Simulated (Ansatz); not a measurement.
**SiH₃Br: how energies converge with the basis set**

An exercise on one series of results from a longer session: the logs are not shown, and one member is left open.

Program: Ansatz 0.2.0, Gaussian basis. Level of theory: one geometry, several basis sets. These are calculated values, not measurements.

The runs, in order: PBE0-D4/def2-SVP; ωB97M-V/def2-SVP; PBE0-D4/def2-QZVPP; ωB97M-V/def2-QZVPP; the functionals' def2-TZVPP values are taken from earlier runs.

## Structure used throughout

The geometry comes from an earlier relaxation with PBE0-D4 in a triple-zeta def2 set; it is a stationary point.

SMILES `[SiH3]Br`, 5 atoms, charge 0, spin multiplicity 1.

Atoms are counted from 1 here; the program's logs count them from 0.

Bond lengths: Si1–Br2 2.219 Å, Si1–H3 1.481 Å, Si1–H4 1.481 Å, Si1–H5 1.481 Å. Angles: Br2–Si1–H3 108.4°, Br2–Si1–H4 108.4°, Br2–Si1–H5 108.4°, H3–Si1–H4 110.5°, H3–Si1–H5 110.5°, H4–Si1–H5 110.5°.

The first run:

The input, in.yaml:

```yaml
crystal:
  periodic: [false, false, false]
  atoms:
    - {symbol: Si, position_ang: [-0.137371, 0.041368, -0.051466]}
    - {symbol: Br, position_ang: [1.862942, -0.720272, 0.534893]}
    - {symbol: H, position_ang: [-1.054536, -0.119587, 1.099575]}
    - {symbol: H, position_ang: [-0.615852, -0.745957, -1.210421]}
    - {symbol: H, position_ang: [-0.005282, 1.470747, -0.413982]}
basis:
  gaussian: {orbitals: def2-SVP}
hamiltonian: {xc: pbe0, dispersion: d4}
output: {orbitals: {seedname: orbitals}}
```

Started as:

```
$ ansatz run in.yaml --threads 4 --pin off --events-out ev --progress --plain --max-ram 10444MiB
```

Steps of the session up to this table: PBE0-D4 in def2-SVP; ωB97M-V in def2-SVP; PBE0-D4 in def2-QZVPP; ωB97M-V in def2-QZVPP.

One of the session's tables, all rows but one given; the rest of the session is left out.

It belongs to the step «Density functionals: the series». 

| functional | basis | HOMO (eV) | LUMO (eV) |
| --- | --- | --- | --- |
| PBE0-D4 | def2-SVP | -8.36 | -0.06 |
| PBE0-D4 | def2-TZVPP | -8.48 | -0.36 |
| PBE0-D4 | def2-QZVPP | -8.49 | -0.49 |
| ωB97M-V | def2-SVP | ? | ? |
| ωB97M-V | def2-TZVPP | -10.69 | 1.44 |
| ωB97M-V | def2-QZVPP | -10.71 | 1.09 |

**Question.** Estimate the row for ωB97M-V, def2-SVP.

As computed: HOMO (eV): -10.54; LUMO (eV): 1.95. In the column «HOMO (eV)» it lies between ωB97M-V, def2-TZVPP (-10.69) and PBE0-D4, def2-QZVPP (-8.49).
